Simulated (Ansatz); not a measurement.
# SbMo: the crystal squeezed far

The task here is to estimate one member of a computed series from the others.

Method: DFT, LDA, PAW with Ansatz's default frozen-core files, scalar-relativistic, in Ansatz 0.2.0.

1 further run of the same task is left out (it didn't finish). Runs told in other sessions of the task aren't counted.

## Starting point

It takes space group Fm-3m (No. 225, cubic). Conventional cell: a = 5.598 Å, b = 5.598 Å, c = 5.598 Å, α = 90.00°, β = 90.00°, γ = 90.00°. Mo (site symmetry m-3m) is surrounded by 6 Sb at 2.80 Å. Sb (site symmetry m-3m) is surrounded by 6 Mo at 2.80 Å.

As a file:

```cif
data_structure
_symmetry_space_group_name_H-M 'P 1'
_symmetry_Int_Tables_number 1
_cell_length_a 3.9581
_cell_length_b 3.9581
_cell_length_c 3.9581
_cell_angle_alpha 60.000
_cell_angle_beta 60.000
_cell_angle_gamma 60.000
_cell_volume 43.85
loop_
_atom_site_label
_atom_site_type_symbol
_atom_site_fract_x
_atom_site_fract_y
_atom_site_fract_z
_atom_site_occupancy
Mo1 Mo 0.00000 0.00000 0.00000 1
Sb1 Sb 0.50000 0.50000 0.50000 1
```

Whether this phase is the stable one at these pressures isn't tested.

Atoms are numbered in the order of the input: Mo1, Sb2.

Set-up of the first run:

The input, input.yaml:

```yaml
crystal:
  lattice:
    - [0.0, 2.7988117696, 2.7988117696]
    - [2.7988117696, 0.0, 2.7988117696]
    - [2.7988117696, 2.7988117696, 0.0]
  atoms:
    - { symbol: Mo, position: [0.0, 0.0, 0.0] }
    - { symbol: Sb, position: [0.5, 0.5, 0.5] }
kpoints:
  mp_grid: { grid: [13, 13, 13] }
scf:
  occupations: { method: fermi_dirac, width: 0.1 }
hamiltonian:
  xc: lda
  pseudopotentials: { kind: paw }
output:
  forces: true
  stress: true
relax:
  f_tol: 0.005
  max_steps: 40
  cell: {}
```

The run is started by

```sh
> ansatz run input.yaml --threads 1 --pin off --max-ram 2048MiB --backend cpu --events-out ev --progress --plain --runs-dir out
```

Among the steps run: Cell relaxed at zero pressure, PAW; Volume scaled by 1, PAW; Volume scaled by 0.9, PAW; Volume scaled by 0.8, PAW; Volume scaled by 0.7, PAW; Volume scaled by 0.6, PAW; Volume scaled by 0.5, PAW; Volume scaled by 0.4, PAW.

One table of the session follows, with a row left open; its other results are not shown here.

| method | volume over the first | volume (Å³/atom) | pressure (GPa) |
| --- | --- | --- | --- |
| PAW | 1 | 19.878 | 0.00 |
| PAW | 0.9 | 17.890 | 19.41 |
| PAW | 0.8 | 15.902 | 53.53 |
| PAW | 0.7 | 13.915 | 114.82 |
| PAW | 0.6 | 11.927 | 229.29 |
| PAW | 0.5 | 9.939 | 457.60 |
| PAW | 0.4 | ? | ? |

Q: Estimate the row for PAW, 0.4 from the others.

As computed: volume (Å³/atom): 7.951; pressure (GPa): 963.69. In the column «volume (Å³/atom)» it is the lowest.

Caveats from the session: At pressures up to 964 GPa the PAW spheres may overlap and frozen cores may not hold, so those PAW values are rough without an all-electron check.
